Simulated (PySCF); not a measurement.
# Y(OH)3(NH3): other functionals and bases at one geometry

One table from this session's results is given with a row withheld; the runs are named, their logs left out.

Program: PySCF 2.14.0. Level of theory: several levels, as the steps say, no spin–orbit coupling. These are calculated values, not measurements.

1 further run of the same task is left out (for a known fault of the program).

## The system as given

11 atoms, charge 0, spin multiplicity 1.

Bond lengths: Y1–O2 2.047 Å, Y1–O4 2.047 Å, Y1–O6 2.047 Å, Y1–N8 2.489 Å, O2–H3 0.955 Å, O4–H5 0.955 Å, O6–H7 0.955 Å, N8–H9 1.021 Å, N8–H10 1.021 Å, N8–H11 1.021 Å. Angles: O2–Y1–O4 118.4°, O2–Y1–O6 118.2°, O2–Y1–N8 97.6°, O4–Y1–O6 118.5°, O4–Y1–N8 97.1°, O6–Y1–N8 97.4°, Y1–O2–H3 173.0°, Y1–O4–H5 171.7°, Y1–O6–H7 172.8°, Y1–N8–H9 112.1°, Y1–N8–H10 112.3°, Y1–N8–H11 111.9°, H9–N8–H10 106.7°, H9–N8–H11 106.7°, H10–N8–H11 106.7°.

Coordinates:

```tsv
atom	x (Å)	y (Å)	z (Å)
Y1	0.15530	-0.20219	0.25061
O2	1.17437	1.28848	1.21386
H3	1.71287	1.89859	1.71307
O4	-1.39510	-1.11188	1.22920
H5	-2.02288	-1.58375	1.77276
O6	1.12359	-1.24065	-1.22398
H7	1.63733	-1.77802	-1.82287
N8	-1.22506	1.24736	-1.22885
H9	-1.80794	1.89510	-0.69729
H10	-0.65516	1.81428	-1.85789
H11	-1.85563	0.70099	-1.81689
```

Formal oxidation states: Y +3. An earlier session relaxed this geometry at PBE0, Y def2-SVP with ECP28, O def2-SVP, H def2-SVP, N def2-SVP (singlet, point group Cs).

At PBE0 on the finer grid: E = -322.047282 Eh, HOMO -6.94 eV, LUMO -0.28 eV, Mulliken charge on Y1 +0.83 e, largest force component 0.023 eV/Å. 

Levels to run: PBE; wB97X; PBE0, TZVP. Hardware: 2 threads of AMD EPYC 9R45 (Zen 5), shared host.

The first run:

File run.py (the lines that set the calculation):

```python
mol = gto.M(atom='''
Y      0.15530    -0.20219     0.25061
O      1.17437     1.28848     1.21386
H      1.71287     1.89859     1.71307
O     -1.39510    -1.11188     1.22920
H     -2.02288    -1.58375     1.77276
O      1.12359    -1.24065    -1.22398
H      1.63733    -1.77802    -1.82287
N     -1.22506     1.24736    -1.22885
H     -1.80794     1.89510    -0.69729
H     -0.65516     1.81428    -1.85789
H     -1.85563     0.70099    -1.81689''',
    basis={'Y': 'def2-SVP', 'O': 'def2-SVP', 'H': 'def2-SVP', 'N': 'def2-SVP'},
    ecp={'Y': 'def2-SVP'},
    charge=0, spin=0)
mf = dft.RKS(mol, xc='PBE')
mf.grids.atom_grid = (75, 302)
mf = mf.density_fit()  # fitting sets: Y def2-universal-JKFIT, O def2-universal-JKFIT, H def2-universal-JKFIT, N def2-universal-JKFIT
mf.conv_tol = 1e-08; mf.max_cycle = 55
mf.kernel(dm0)  # dm0: the density of the relaxed state
```

Launch:

```bash
$ OMP_NUM_THREADS=2 python run.py
```

Steps of the session up to this table: PBE; wB97X; PBE0, TZVP.

One of the session's tables, all rows but one given; the rest of the session is left out.

| level | HOMO (eV) | gap (eV) | charge on Y1 (e) | dipole (D) | largest force component (eV/Å) |
| --- | --- | --- | --- | --- | --- |
| PBE0 (relaxed here) | -6.94 | 6.66 | 0.83 | 4.23 | 0.02 |
| PBE | -5.28 | 4.29 | 0.59 | 4.17 | 0.38 |
| wB97X | -9.43 | 10.88 | 0.83 | 4.25 | 0.18 |
| PBE0, TZVP | ? | ? | ? | ? | ? |

**Question.** Estimate the row for PBE0, TZVP.

The run gave: HOMO (eV): -7.23; gap (eV): 6.74; charge on Y1 (e): 1.43; dipole (D): 4.18; largest force component (eV/Å): 0.24. In the column «HOMO (eV)» it lies between wB97X (-9.43) and PBE0 (relaxed here) (-6.94).

In one basis the HOMO–LUMO gap runs from 4.29 eV (PBE) to 10.88 eV (wB97X). The largest leftover force, 0.38 eV/Å with PBE, stands at a geometry relaxed at another level. Total energies of different levels can't be compared.
